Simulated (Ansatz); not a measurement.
# InH4− (triplet): the correlation ladder, def2-SVPD

How much of the correlation energy of InH4− (triplet) does each wave-function method recover here?

The runs use Ansatz 0.2.0, Gaussian basis; def2-SVPD, core rule «outside noble gas», up to 9 orbitals frozen.

To be run: UHF; CCSD(T) on ROHF; CCSD(T) on UHF; BCCD(T) on ROHF; CISD; CCSDT(Q) on ROHF; CCSDT(Q) on UHF.

17 further runs of the same task are left out: 2 for a known fault of the program, 6 that didn't finish, 9 set aside as unsound or not needed.

## Step 1: What is computed

The geometry is a PBE0/def2-TZVPD stationary point (not a proven minimum) of the parent state, kept for this charge and spin. No spin-orbit coupling is included. Elements past krypton take def2 core potentials.

5 atoms, charge -1, spin multiplicity 3.

Atoms are counted from 1 here; the program's logs count them from 0.

Bond lengths: In1–H2 1.785 Å, In1–H3 1.785 Å, In1–H4 1.785 Å, In1–H5 1.785 Å. Angles: H2–In1–H3 109.5°, H2–In1–H4 109.5°, H2–In1–H5 109.5°, H3–In1–H4 109.5°, H3–In1–H5 109.5°, H4–In1–H5 109.5°.

## Step 2: UHF

The input, in.yaml:

```yaml
crystal:
  periodic: [false, false, false]
  atoms:
    - {symbol: In, position_ang: [0.000000, 0.000000, 0.000000]}
    - {symbol: H, position_ang: [1.030800, 1.030800, 1.030800]}
    - {symbol: H, position_ang: [-1.030800, -1.030800, 1.030800]}
    - {symbol: H, position_ang: [-1.030800, 1.030800, -1.030800]}
    - {symbol: H, position_ang: [1.030800, -1.030800, -1.030800]}
basis:
  gaussian: {orbitals: def2-SVPD}
total_charge: -1
magnetization: {spin_polarized: true, initial_magnetization: 2}
hamiltonian: {xc: hf}
output: {orbitals: {seedname: orbitals}}
```

Command:

```bash
ansatz run in.yaml --threads 1 --pin off --events-out ev --progress --plain --max-ram 2393MiB
```

The runs that follow: CCSD(T) on ROHF; CCSD(T) on UHF; BCCD(T) on ROHF; CISD; CCSDT(Q) on ROHF; CCSDT(Q) on UHF.

Before running them: what should the planned runs give, taken together? Wanted: UCCSDT(Q) below the RHF energy; RMP2 from UCCSDT(Q); UMP2 from UCCSDT(Q); RCCSD from UCCSDT(Q); RCCSD(T) from UCCSDT(Q); UCCSD(T) from UCCSDT(Q); RCCSDT(Q) from UCCSDT(Q); T1 diagnostic.

As calculated:

| quantity | value |
| --- | --- |
| UCCSDT(Q) below the RHF energy | -3.4328 eV |
| RMP2 from UCCSDT(Q) | +97.2 kJ/mol |
| UMP2 from UCCSDT(Q) | +92.6 kJ/mol |
| RCCSD from UCCSDT(Q) | +15.7 kJ/mol |
| RCCSD(T) from UCCSDT(Q) | +4.9 kJ/mol |
| UCCSD(T) from UCCSDT(Q) | +4.7 kJ/mol |
| RCCSDT(Q) from UCCSDT(Q) | +0.8 kJ/mol |
| levels within 1 kcal/mol (43 meV) | RCCSDT, UCCSDT, RCCSDT(Q) |
| T1 diagnostic | 0.035 |

In words: RCCSD(T) lands +4.9 kJ/mol from the yardstick (1.5 % of the correlation energy). Coupled cluster took another determinant than the lowest Hartree-Fock one. These misses are within one basis, not against nature; the frozen cores of restricted and unrestricted runs differ, which can shift their rows. The highest orbital lies above zero: the basis alone holds the extra electron.
